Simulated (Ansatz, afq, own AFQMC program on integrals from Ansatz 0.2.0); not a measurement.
# TiO2 (singlet): AFQMC on the coupled-cluster ladder, def2-TZVP

Aim: compute TiO2 (singlet) with auxiliary-field quantum Monte Carlo on the same integrals as coupled cluster, and set the energies side by side.

The runs use Ansatz 0.2.0, Gaussian basis, and an in-house AFQMC program (afq) on its integrals; all values are calculated; def2-TZVP, frozen cores.

To be run: PBE (unrestricted); r2SCAN (unrestricted); CCSD(T) on RHF; PBE0 (unrestricted); B3LYP (unrestricted); wB97M-V (unrestricted); B2PLYP (unrestricted); CCSDT(Q) on RHF; CCSD(T) on RHF; CCSD(T) on RHF; Phaseless AFQMC, CISD trial on RHF; UHF.

## Step 1: The system

The geometry is a PBE0/def2-SVP stationary point (not a proven minimum).

3 atoms, charge 0, spin multiplicity 1.

Atoms are counted from 1 here; the program's logs count them from 0.

Bond lengths: O1–Ti2 1.615 Å, Ti2–O3 1.615 Å. Angles: O1–Ti2–O3 110.3°.

## Step 2: PBE (unrestricted)

The input, in.yaml:

```yaml
crystal:
  periodic: [false, false, false]
  atoms:
    - {symbol: O, position_ang: [0.904148, 0.920467, 0.432723]}
    - {symbol: Ti, position_ang: [0.136562, -0.497629, 0.335465]}
    - {symbol: O, position_ang: [-1.040720, -0.422848, -0.768188]}
basis:
  gaussian: {orbitals: def2-TZVP}
magnetization: {spin_polarized: true, initial_magnetization: 0}
hamiltonian: {xc: {name: PBE}}
output: {orbitals: {seedname: orbitals}}
```

Run with:

```
$ ansatz run in.yaml --threads 1 --pin off --events-out ev --progress --plain --max-ram 5632MiB --backend cpu
```

What it wrote:

```text
Functional definition: PBE
  name "PBE"
  cite "Perdew, Burke & Ernzerhof, Phys. Rev. Lett. 77, 3865 (1996) doi:10.1103/PhysRevLett.77.3865"
  parent pbe
  parameter kappa = 0.804
  parameter beta = 0.06672455060314922
  exchange = pbe_x(kappa = kappa, mu = beta*pi^2/3)
  correlation = pbe_c(beta = beta)
715 factors; their error is unknown
mean field evaluation 1: about -27184.9134 eV, gradient 7.4e1 eV
mean field evaluation 2: about -26675.0873 eV, gradient 3.5e2 eV
mean field evaluation 4: about -27200.4847 eV, gradient 2.3e1 eV
mean field evaluation 8: about -27202.5418 eV, gradient 1.9e-1 eV
mean field evaluation 16: about -27202.5401 eV, gradient 7.7e-4 eV
mean field -27202.54005696 eV, -999.6749085493 hartree, gradient 2.9e-5 eV, S^2 0.000000; 0 other end points of the search recorded, 0 dependent functions left out
reference -27202.54010573 eV, -999.6749103417 hartree; 19, 19 occupied and 88, 88 virtual orbitals, 715 factors
Total energy: -27202.54010573 eV, -999.6749103417 hartree
```

Run time: 2.3 s. Hardware: 1 thread of AMD EPYC 7R13 (Zen 3), shared host; peak memory 0.72 GiB.

From the report: ⟨S²⟩ of the determinant 0.000 (pure singlet: 0.00).

## Step 3: r2SCAN (unrestricted)

in.yaml, as its differences from that of step 2:

```diff
@@ -9,3 +9,2 @@
 magnetization: {spin_polarized: true, initial_magnetization: 0}
-hamiltonian: {xc: {name: PBE}}
-output: {orbitals: {seedname: orbitals}}
+hamiltonian: {xc: {name: r2SCAN}}
```

The command is unchanged.

What it wrote:

```text
Functional definition: r2SCAN
  name "r2SCAN"
  cite "Furness, Kaplan, Ning, Perdew & Sun, J. Phys. Chem. Lett. 11, 8208 (2020) doi:10.1021/acs.jpclett.0c02405"
  cite "Furness, Kaplan, Ning, Perdew & Sun, J. Phys. Chem. Lett. 11, 9248 (2020) doi:10.1021/acs.jpclett.0c03077"
  parent r2scan
  parameter k0 = 0.174
  parameter k1 = 0.065
  parameter a1 = 4.9479
  exchange = r2scan_x(k0 = k0, k1 = k1, a1 = a1)
  correlation = r2scan_c
715 factors; their error is unknown
mean field evaluation 1: about -27192.3110 eV, gradient 7.2e1 eV
mean field evaluation 2: about -26681.3635 eV, gradient 3.5e2 eV
mean field evaluation 4: about -27208.8918 eV, gradient 1.4e1 eV
mean field evaluation 8: about -27209.5192 eV, gradient 9.3e-2 eV
mean field evaluation 16: about -27209.5144 eV, gradient 3.6e-6 eV
mean field -27209.51443534 eV, -999.9312122273 hartree, gradient 3.5e-6 eV, S^2 0.000000; 0 other end points of the search recorded, 0 dependent functions left out
reference -27209.51445610 eV, -999.9312129903 hartree; 19, 19 occupied and 88, 88 virtual orbitals, 715 factors
Total energy: -27209.51445610 eV, -999.9312129903 hartree
```

Wall time 4.3 s (1 thread of AMD EPYC 7R13 (Zen 3), shared host); peak memory 0.72 GiB.

From the report: ⟨S²⟩ of the determinant 0.000 (pure singlet: 0.00).

## Step 4: CCSD(T) on RHF

in.yaml, as its differences from that of step 3:

```diff
@@ -8,3 +8,3 @@
   gaussian: {orbitals: def2-TZVP}
-magnetization: {spin_polarized: true, initial_magnetization: 0}
-hamiltonian: {xc: {name: r2SCAN}}
+magnetization: {spin_polarized: false}
+correlation: {method: ccsd_t, electrons: outside_noble_gas, hamiltonian_folder: ham}
```

Run with:

```
$ ansatz run in.yaml --threads 1 --pin off --events-out ev --progress --plain --max-ram 16896MiB --backend cuda --devices 0, --max-vram 18GiB
```

What it wrote, cut to the lines that bear on the results:

```text
Functional definition: HF
  name "HF"
  cite "Fock, Z. Phys. 61, 126 (1930) doi:10.1007/BF01340294"
  parent pbe
[...]
816 factors; integrals over basis functions are off by at most 6.8e-4 eV
[...]
mean field -27161.51855161 eV, -998.1673960331 hartree, gradient 1.9e-6 eV, S^2 0.000000; 0 other end points of the search recorded, 0 dependent functions left out
11 core orbitals not correlated: weight in the atoms' cores, before any rotation towards them, 0.976 or more for the frozen orbitals, at most 0.019 for the correlated occupied ones
reference -27161.51855161 eV, -998.1673960331 hartree; 8, 8 occupied and 88, 88 virtual orbitals, 816 factors
second order -18.67947444 eV of doubles, -0.00000000 eV of singles
cycle   1  -15.15371433 eV  change     3.5e0 eV  update   3.2e-1
[...]
cycle  15  -16.96043545 eV  change    1.1e-5 eV  update   1.0e-5
perturbative correction -1.44039378 eV, -0.0529334949 hartree
Total energy: -27179.91938084 eV, -998.8436140347 hartree
```

Run time: 7 s. Hardware: 1 × NVIDIA H100 80GB HBM3 with 1 thread of AMD EPYC 7R13 (Zen 3), shared host; peak host memory 0.82 GiB.

From the report: correlation -18.4008 eV; T1 0.039; largest double amplitude 0.03.

This run also writes the integrals to the folder ham.

## Step 5: PBE0 (unrestricted)

in.yaml, as its differences from that of step 4:

```diff
@@ -8,3 +8,4 @@
   gaussian: {orbitals: def2-TZVP}
-magnetization: {spin_polarized: false}
-correlation: {method: ccsd_t, electrons: outside_noble_gas, hamiltonian_folder: ham}
+magnetization: {spin_polarized: true, initial_magnetization: 0}
+hamiltonian: {xc: {name: PBE0}}
+output: {orbitals: {seedname: orbitals}}
```

Run with:

```
$ ansatz run in.yaml --threads 1 --pin off --events-out ev --progress --plain --max-ram 5632MiB --backend cpu
```

What it wrote:

```text
Functional definition: PBE0
  name "PBE0"
  cite "Adamo & Barone, J. Chem. Phys. 110, 6158 (1999) doi:10.1063/1.478522"
  cite "Perdew, Burke & Ernzerhof, Phys. Rev. Lett. 77, 3865 (1996) doi:10.1103/PhysRevLett.77.3865"
  parent pbe
  parameter a = 0.25
  parameter kappa = 0.804
  parameter beta = 0.06672455060314922
  exchange = (1 - a)*pbe_x(kappa = kappa, mu = beta*pi^2/3) + a*exact_x
  correlation = pbe_c(beta = beta)
768 factors; their error is unknown
mean field evaluation 1: about -27183.3522 eV, gradient 7.3e1 eV
mean field evaluation 2: about -26708.8392 eV, gradient 3.5e2 eV
mean field evaluation 4: about -27201.0421 eV, gradient 1.5e1 eV
mean field evaluation 8: about -27201.7642 eV, gradient 1.1e-1 eV
mean field evaluation 16: about -27201.8997 eV, gradient 2.8e-4 eV
mean field -27201.89973467 eV, -999.6513771393 hartree, gradient 2.6e-5 eV, S^2 0.000000; 0 other end points of the search recorded, 0 dependent functions left out
reference -27201.89977170 eV, -999.6513784999 hartree; 19, 19 occupied and 88, 88 virtual orbitals, 768 factors
Total energy: -27201.89977170 eV, -999.6513784999 hartree
```

Run time: 2.8 s. Hardware: 1 thread of AMD EPYC 7R13 (Zen 3), shared host; peak memory 0.72 GiB.

From the report: ⟨S²⟩ of the determinant 0.000 (pure singlet: 0.00).

## Step 6: B3LYP (unrestricted)

in.yaml, as its differences from that of step 5:

```diff
@@ -9,3 +9,2 @@
 magnetization: {spin_polarized: true, initial_magnetization: 0}
-hamiltonian: {xc: {name: PBE0}}
-output: {orbitals: {seedname: orbitals}}
+hamiltonian: {xc: {name: B3LYP}}
```

Launched as before.

What it wrote, cut to the lines that bear on the results:

```text
Functional definition: B3LYP
  name "B3LYP"
  cite "Stephens, Devlin, Chabalowski & Frisch, J. Phys. Chem. 98, 11623 (1994) doi:10.1021/j100096a001"
  cite "Becke, Phys. Rev. A 38, 3098 (1988) doi:10.1103/PhysRevA.38.3098"
  cite "Lee, Yang & Parr, Phys. Rev. B 37, 785 (1988) doi:10.1103/PhysRevB.37.785"
  cite "Vosko, Wilk & Nusair, Can. J. Phys. 58, 1200 (1980) doi:10.1139/p80-159"
[...]
765 factors; their error is unknown
[...]
mean field -27212.27965071 eV, -1000.0328320178 hartree, gradient 2.6e-5 eV, S^2 0.000000; 0 other end points of the search recorded, 0 dependent functions left out
reference -27212.27988235 eV, -1000.0328405307 hartree; 19, 19 occupied and 88, 88 virtual orbitals, 765 factors
Total energy: -27212.27988235 eV, -1000.0328405307 hartree
```

Wall time 3 s (1 thread of AMD EPYC 7R13 (Zen 3), shared host); peak memory 0.72 GiB.

From the report: ⟨S²⟩ of the determinant 0.000 (pure singlet: 0.00).

## Step 7: wB97M-V (unrestricted)

in.yaml, as its differences from that of step 6:

```diff
@@ -9,2 +9,3 @@
 magnetization: {spin_polarized: true, initial_magnetization: 0}
-hamiltonian: {xc: {name: B3LYP}}
+hamiltonian: {xc: {name: wB97M-V}}
+output: {orbitals: {seedname: orbitals}}
```

Same command.

What it wrote, cut to the lines that bear on the results:

```text
Functional definition: wB97M-V
  name "wB97M-V"
  cite "Mardirossian & Head-Gordon, J. Chem. Phys. 144, 214110 (2016) doi:10.1063/1.4952647"
  cite "Becke, J. Chem. Phys. 107, 8554 (1997) doi:10.1063/1.475007"
  cite "Vydrov & Van Voorhis, J. Chem. Phys. 133, 244103 (2010) doi:10.1063/1.3521275"
  # Of w^i u^j: cxij and so on, Table III.
[...]
  gx(w, u) = 1 - cx + cx01*u + cx10*w
  gss(w, u) = css00 + css04*u^4 + css10*w + css20*w^2 + css43*w^4*u^3
  gos(w, u) = cos00 + cos10*w + (cos20 + cos21*u)*w^2 + (cos60 + cos61*u)*w^6
[...]
      + integral(e_c_pw_mod_opposite_spin*gos(b97_w_opposite, b97_u_opposite)) + vv10(b, c)
753 factors; their error is unknown
145 factors; integrals over basis functions are off by at most 9.2e-5 eV
[...]
mean field -27208.98470635 eV, -999.9117450461 hartree, gradient 6.4e-5 eV, S^2 0.000000; 0 other end points of the search recorded, 0 dependent functions left out
reference -27208.98476487 eV, -999.9117471967 hartree; 19, 19 occupied and 88, 88 virtual orbitals, 753 factors
Total energy: -27208.98476487 eV, -999.9117471967 hartree
```

Wall time 11 s (1 thread of AMD EPYC 7R13 (Zen 3), shared host); peak memory 0.72 GiB.

From the report: ⟨S²⟩ of the determinant 0.000 (pure singlet: 0.00).

## Step 8: B2PLYP (unrestricted)

in.yaml, as its differences from that of step 7:

```diff
@@ -9,3 +9,3 @@
 magnetization: {spin_polarized: true, initial_magnetization: 0}
-hamiltonian: {xc: {name: wB97M-V}}
-output: {orbitals: {seedname: orbitals}}
+hamiltonian: {xc: {name: B2PLYP}}
+correlation: {electrons: outside_noble_gas}
```

Same command.

What it wrote, cut to the lines that bear on the results:

```text
Functional definition: B2PLYP
  name "B2PLYP"
  cite "Grimme, J. Chem. Phys. 124, 034108 (2006) doi:10.1063/1.2148954"
  cite "Becke, Phys. Rev. A 38, 3098 (1988) doi:10.1103/PhysRevA.38.3098"
  cite "Lee, Yang & Parr, Phys. Rev. B 37, 785 (1988) doi:10.1103/PhysRevB.37.785"
[...]
816 factors; integrals over basis functions are off by at most 6.8e-4 eV
[...]
mean field -27196.23634196 eV, -999.4432512959 hartree, gradient 5.5e-6 eV, S^2 0.000000; 0 other end points of the search recorded, 0 dependent functions left out
11 core orbitals not correlated: weight in the atoms' cores, before any rotation towards them, 0.977 or more for the frozen orbitals, at most 0.018 for the correlated occupied ones
reference -27196.23648713 eV, -999.4432566308 hartree; 8, 8 occupied and 88, 88 virtual orbitals, 816 factors
second order -25.16393531 eV of doubles, -0.00000000 eV of singles
Total energy: -27203.03074966 eV, -999.6929411736 hartree
```

Wall time 5.5 s (1 thread of AMD EPYC 7R13 (Zen 3), shared host); peak memory 0.72 GiB.

From the report: ⟨S²⟩ of the determinant 0.000 (pure singlet: 0.00).

## Step 9: CCSDT(Q) on RHF

in.yaml, as its differences from that of step 8:

```diff
@@ -8,4 +8,3 @@
   gaussian: {orbitals: def2-TZVP}
-magnetization: {spin_polarized: true, initial_magnetization: 0}
-hamiltonian: {xc: {name: B2PLYP}}
-correlation: {electrons: outside_noble_gas}
+magnetization: {spin_polarized: false}
+correlation: {method: ccsdt_q, electrons: outside_noble_gas}
```

Run with:

```
$ ansatz run in.yaml --threads 1 --pin off --events-out ev --progress --plain --max-ram 16896MiB --backend cuda --devices 0, --max-vram 18GiB
```

What it wrote, cut to the lines that bear on the results:

```text
Functional definition: HF
  name "HF"
  cite "Fock, Z. Phys. 61, 126 (1930) doi:10.1007/BF01340294"
  parent pbe
[...]
1486 factors; integrals over basis functions are off by at most 1.2e-7 eV
[...]
mean field -27161.51858784 eV, -998.1673973647 hartree, gradient 1.9e-6 eV, S^2 0.000000; 0 other end points of the search recorded, 0 dependent functions left out
11 core orbitals not correlated: weight in the atoms' cores, before any rotation towards them, 0.976 or more for the frozen orbitals, at most 0.019 for the correlated occupied ones
reference -27161.51858784 eV, -998.1673973647 hartree; 8, 8 occupied and 88, 88 virtual orbitals, 1486 factors
second order -18.67949210 eV of doubles, -0.00000000 eV of singles
cycle   1  -15.15371876 eV  change     3.5e0 eV  update   3.5e-1
[...]
cycle  23  -18.33955002 eV  change    7.7e-7 eV  update   7.0e-7
perturbative correction -0.09782169 eV, -0.0035948806 hartree
Total energy: -27179.95595955 eV, -998.8449582775 hartree
```

Wall time 23 s (1 × NVIDIA H100 80GB HBM3 with 1 thread of AMD EPYC 7R13 (Zen 3), shared host); peak host memory 0.87 GiB.

From the report: correlation -18.4374 eV; T1 0.040; largest double amplitude 0.04.

## Step 10: CCSD(T) on RHF

in.yaml, as its differences from that of step 9:

```diff
@@ -7,4 +7,4 @@
 basis:
-  gaussian: {orbitals: def2-TZVP}
+  gaussian: {orbitals: def2-TZVPP}
 magnetization: {spin_polarized: false}
-correlation: {method: ccsdt_q, electrons: outside_noble_gas}
+correlation: {method: ccsd_t, electrons: outside_noble_gas}
```

The command is unchanged.

What it wrote, cut to the lines that bear on the results:

```text
Functional definition: HF
  name "HF"
  cite "Fock, Z. Phys. 61, 126 (1930) doi:10.1007/BF01340294"
  parent pbe
[...]
858 factors; integrals over basis functions are off by at most 6.9e-4 eV
[...]
mean field -27161.64418528 eV, -998.1720129855 hartree, gradient 1.8e-6 eV, S^2 0.000000; 0 other end points of the search recorded, 0 dependent functions left out
11 core orbitals not correlated: weight in the atoms' cores, before any rotation towards them, 0.975 or more for the frozen orbitals, at most 0.019 for the correlated occupied ones
reference -27161.64418528 eV, -998.1720129855 hartree; 8, 8 occupied and 107, 107 virtual orbitals, 858 factors
second order -18.86346992 eV of doubles, -0.00000000 eV of singles
cycle   1  -15.29183867 eV  change     3.6e0 eV  update   3.2e-1
[...]
cycle  15  -17.13301731 eV  change    1.9e-5 eV  update   1.1e-5
perturbative correction -1.46659515 eV, -0.0538963778 hartree
Total energy: -27180.24379775 eV, -998.8555361363 hartree
```

It took 6.5 s on 1 × NVIDIA H100 80GB HBM3 with 1 thread of AMD EPYC 7R13 (Zen 3), shared host; peak host memory 0.82 GiB.

From the report: correlation -18.5996 eV; T1 0.040; largest double amplitude 0.03.

## Step 11: CCSD(T) on RHF

in.yaml, as its differences from that of step 10:

```diff
@@ -7,3 +7,3 @@
 basis:
-  gaussian: {orbitals: def2-TZVPP}
+  gaussian: {orbitals: "def2-QZVPP.json"}
 magnetization: {spin_polarized: false}
```

Same command.

What it wrote, cut to the lines that bear on the results:

```text
Functional definition: HF
  name "HF"
  cite "Fock, Z. Phys. 61, 126 (1930) doi:10.1007/BF01340294"
  parent pbe
[...]
1369 factors; integrals over basis functions are off by at most 5.4e-4 eV
[...]
mean field -27162.23324086 eV, -998.1936603786 hartree, gradient 1.9e-6 eV, S^2 0.000000; 0 other end points of the search recorded, 0 dependent functions left out
11 core orbitals not correlated: weight in the atoms' cores, before any rotation towards them, 0.975 or more for the frozen orbitals, at most 0.019 for the correlated occupied ones
reference -27162.23324086 eV, -998.1936603786 hartree; 8, 8 occupied and 188, 188 virtual orbitals, 1369 factors
second order -19.99773660 eV of doubles, -0.00000000 eV of singles
cycle   1  -16.25053553 eV  change     3.7e0 eV  update   3.2e-1
[...]
cycle  15  -18.10437972 eV  change    1.7e-5 eV  update   1.0e-5
perturbative correction -1.55954791 eV, -0.0573123287 hartree
Total energy: -27181.89716849 eV, -998.9162963904 hartree
```

It took 8.5 s on 1 × NVIDIA H100 80GB HBM3 with 1 thread of AMD EPYC 7R13 (Zen 3), shared host; peak host memory 0.85 GiB.

From the report: correlation -19.6639 eV; T1 0.039; largest double amplitude 0.05.

## Step 12: Phaseless AFQMC, CISD trial on RHF

It reads the integrals that the CCSD(T) run on this determinant wrote.

Run with:

```
$ afq ham --method phaseless --trial cisd --walkers 4000 --populations 20 --least-time 60 --time-step 0.005 --steps-per-block 50 --equilibration-blocks 40 --max-blocks 4000 --target-error 0.00024 --factor-cut 1e-05 --seed 6885 --release-times 0.24,0.6,1.2,1.8,2.6 --release-step 0.04 --release-every 4 --taylor-order 6
```

What it wrote:

```text
orbitals 96  electrons 8 8  factors 760 of 816
reference energy -998.16739603 Eh
CCSD correlation -0.62328493 Eh in 17 cycles, weight of the determinant in the CISD state 0.8032
energy of the start -998.790682 Eh
 block  time / (1/Eh)  mean weight  energy / Eh
     1     0.250  1.0002  -998.787287
     2     0.500  0.9999  -998.806360
     3     0.750  1.0004  -998.819601
     4     1.000  1.0002  -998.827601
     5     1.250  1.0000  -998.831696
     6     1.500  0.9993  -998.834055
     7     1.750  1.0003  -998.835844
     8     2.000  0.9998  -998.838984
     9     2.250  1.0003  -998.835359
    10     2.500  0.9997  -998.836884
    13     3.250  0.9995  -998.841436
    19     4.750  1.0001  -998.837834
    25     6.250  1.0001  -998.844459
    31     7.750  1.0000  -998.847406
    37     9.250  0.9999  -998.846823
    43    10.750  0.9997  -998.844529
    49    12.250  0.9996  -998.843782
    55    13.750  0.9996  -998.844658
    61    15.250  0.9999  -998.842868
    67    16.750  1.0004  -998.845863
    73    18.250  1.0002  -998.841885
    79    19.750  1.0003  -998.846199
    85    21.250  1.0002  -998.842294
    91    22.750  0.9994  -998.836557
    97    24.250  1.0004  -998.844303
   103    25.750  1.0006  -998.840363
   109    27.250  1.0009  -998.838406
   115    28.750  1.0002  -998.841423
   121    30.250  1.0003  -998.834348
   127    31.750  0.9999  -998.836836
   133    33.250  1.0003  -998.844710
   139    34.750  1.0001  -998.840949
   145    36.250  1.0001  -998.840989
   151    37.750  1.0006  -998.834202
   157    39.250  0.9995  -998.841837
   163    40.750  1.0000  -998.840002
   169    42.250  0.9997  -998.842792
   175    43.750  0.9998  -998.844657
   181    45.250  1.0000  -998.842160
   187    46.750  0.9999  -998.843153
   193    48.250  0.9997  -998.840442
   199    49.750  1.0009  -998.843255
   205    51.250  1.0004  -998.837853
   211    52.750  0.9999  -998.837071
   217    54.250  0.9996  -998.841852
   223    55.750  0.9999  -998.846396
   229    57.250  1.0004  -998.843775
   235    58.750  0.9993  -998.839534
   241    60.250  0.9997  -998.838871
   247    61.750  0.9998  -998.839128
error from the spread of 20 populations
released: time / (1/Eh)  energy / Eh  error  mean overlap
  0.24  -998.842199  0.000404  0.9935
  0.60  -998.841986  0.000524  0.9867
  1.20  -998.843747  0.000717  0.9727
  1.80  -998.839758  0.002990  0.9528
  2.60  -998.842855  0.005891  0.9379
energy -998.841599 +/- 0.000419 Eh
```

It took 8.4 min on 1 × NVIDIA H100 80GB HBM3 with 2 threads of AMD EPYC 7R13 (Zen 3), shared host; peak host memory 1.6 GiB.

Energy -27179.8645 ± 0.0114 eV. Caveats: constraint bias not in the error; error above the target.

## Step 13: UHF

in.yaml, as its differences from that of step 11:

```diff
@@ -7,4 +7,5 @@
 basis:
-  gaussian: {orbitals: "def2-QZVPP.json"}
-magnetization: {spin_polarized: false}
-correlation: {method: ccsd_t, electrons: outside_noble_gas}
+  gaussian: {orbitals: def2-TZVP}
+magnetization: {spin_polarized: true, initial_magnetization: 0}
+hamiltonian: {xc: hf}
+output: {orbitals: {seedname: orbitals}}
```

Run with:

```
$ ansatz run in.yaml --threads 1 --pin off --events-out ev --progress --plain --max-ram 16896MiB --backend cuda --devices 0, --max-vram 18GiB
```

What it wrote, cut to the lines that bear on the results:

```text
Functional definition: HF
  name "HF"
  cite "Fock, Z. Phys. 61, 126 (1930) doi:10.1007/BF01340294"
  parent pbe
[...]
953 factors; their error is unknown
[...]
mean field -27161.51807954 eV, -998.1673786850 hartree, gradient 2.5e-5 eV, S^2 0.000000; 5 other end points of the search recorded, 0 dependent functions left out
reference -27161.51807954 eV, -998.1673786850 hartree; 19, 19 occupied and 88, 88 virtual orbitals, 953 factors
Total energy: -27161.51807954 eV, -998.1673786850 hartree
```

Wall time 7 s (1 × NVIDIA H100 80GB HBM3 with 1 thread of AMD EPYC 7R13 (Zen 3), shared host); peak host memory 1.6 GiB.

From the report: ⟨S²⟩ of the determinant 0.000 (pure singlet: 0.00).

## Step 14: AFQMC on the ladder

On the RHF determinant, counted from CCSDT(Q) (a yardstick, not exact):

```csv
level,energy (eV),from CCSDT(Q) (kJ/mol),statistical error (kJ/mol),time
HF,-27161.5186,+1778.9,,
MP2,-27180.1980,-23.4,,
CCSD,-27178.4790,+142.5,,
CCSD(T),-27179.9194,+3.5,,
CCSDT(Q),-27179.9560,0.0,,
"Phaseless AFQMC, CISD trial, step 0.005, 4000 walkers",-27179.8645,+8.8,1.1,8.4 min
```

The functionals' totals stand on their own zeros and serve differences with other points: PBE -27202.540 eV; r2SCAN -27209.514 eV; PBE0 -27201.900 eV; B3LYP -27212.280 eV; wB97M-V -27208.985 eV; B2PLYP -27203.031 eV.

## Step 15: Outcome

```
                                        quantity              value
                    CCSD(T) on RHF from CCSDT(Q)        +3.5 kJ/mol
Phaseless AFQMC, CISD trial on RHF from CCSDT(Q)  +8.8 ± 1.1 kJ/mol
```

In words: On RHF the phaseless walk with the CISD trial lies +8.8 kJ/mol from CCSDT(Q), 8 times its error bar. Error bars are statistical and leave out the constraint, the time step and what remains of the start.
